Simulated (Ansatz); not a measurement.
**CdP2C: how the settings move a single-point run**

How sensitive is a single-point run of CdP2C to its settings? A reference run comes first, then one run with altered input. The cell is built on a prototype (ordering on zincblende) and needn't be the phase found in nature.

Program: Ansatz 0.2.0. Level of theory: reference: DFT, r2SCAN, plane waves, PAW. These are calculated values, not measurements.

**1. Starting point**

Symmetry: P-4m2, No. 115, tetragonal system. Conventional cell: a = 3.305 Å, b = 3.305 Å, c = 5.972 Å, α = 90.00°, β = 90.00°, γ = 90.00°. Cd (site symmetry -4m2) has 4 P at 2.56 Å as nearest neighbours. P (site symmetry 2mm) is surrounded by 2 C at 1.95 Å and 2 Cd at 2.56 Å. Around C (site symmetry -4m2) lie 4 P at 1.95 Å.

Coordinates:

```cif
data_structure
_symmetry_space_group_name_H-M 'P 1'
_symmetry_Int_Tables_number 1
_cell_length_a 3.3048
_cell_length_b 3.3048
_cell_length_c 5.9718
_cell_angle_alpha 90.000
_cell_angle_beta 90.000
_cell_angle_gamma 90.000
_cell_volume 65.22
loop_
_atom_site_label
_atom_site_type_symbol
_atom_site_fract_x
_atom_site_fract_y
_atom_site_fract_z
_atom_site_occupancy
Cd1 Cd 0.00000 0.00000 0.00000 1
P1 P 0.00000 0.50000 0.32654 1
C1 C 0.50000 0.50000 0.50000 1
P2 P 0.50000 0.00000 0.67346 1
```

**2. Baseline**

The input, input.yaml:

```yaml
crystal:
  lattice:
    - [3.3048441637, 0.0, 0.0]
    - [0.0, 3.3048441637, 0.0]
    - [0.0, 0.0, 5.9718372581]
  atoms:
    - { symbol: Cd, position: [0.0, 0.0, 0.0] }
    - { symbol: P, position: [0.0, 0.5, 0.3265445761] }
    - { symbol: C, position: [0.5, 0.5, 0.5] }
    - { symbol: P, position: [0.5, 0.0, 0.6734554239] }
kpoints:
  mp_grid: { grid: [6, 6, 4] }
hamiltonian:
  xc: r2scan
scf:
  occupations: { method: fermi_dirac, width: 0.02 }
  n_extra_bands: 5
output:
  forces: true
  stress: true
  eigenvalues: true
```

Run with:

```bash
ansatz run input.yaml --threads 4 --pin off --max-ram 3686MiB --backend cpu --events-out ev --progress --plain --runs-dir out
```

**3. Changing settings: ecutrho_ratio 12**

Changes to input.yaml since step 2:

```diff
@@ -17,2 +17,3 @@
   n_extra_bands: 5
+  max_iter: 87
 output:
@@ -21 +22,3 @@
   eigenvalues: true
+basis:
+  ecutrho_ratio: 12
```

Q: Predict the outcome of this session. Wanted: for each run, ending; energy change; pressure; gap; force.

As calculated:

| run | ending | energy change | pressure (GPa) | gap (eV) | force (eV/Å) | cycles | time |
| --- | --- | --- | --- | --- | --- | --- | --- |
| reference | converged | 0 | 0.1 | 0.00 | 0.16 | 8 | 6 s |
| 1: ecutrho_ratio 12 | converged | 0.0 meV/atom | 0.1 | 0.00 | 0.16 | 8 | 9.1 s |

Residual by cycle in the longest SCF loop of each run; runs are numbered as in the table. The quantity is the density residual dr2, in eV.

```
cycle  reference    run 1
    1     0.0301   0.0301
    2     0.0103   0.0103
    3    0.00194  0.00194
    4     2.8e-4   2.8e-4
    5     2.8e-5   2.8e-5
    6     2.3e-6   2.3e-6
    7     2.9e-7   2.9e-7
    8     2.0e-8   2.0e-8
```

Changing the numerical grids leaves the energy as it was (0.0 meV/atom). Cost: 9.1 s against 6 s.
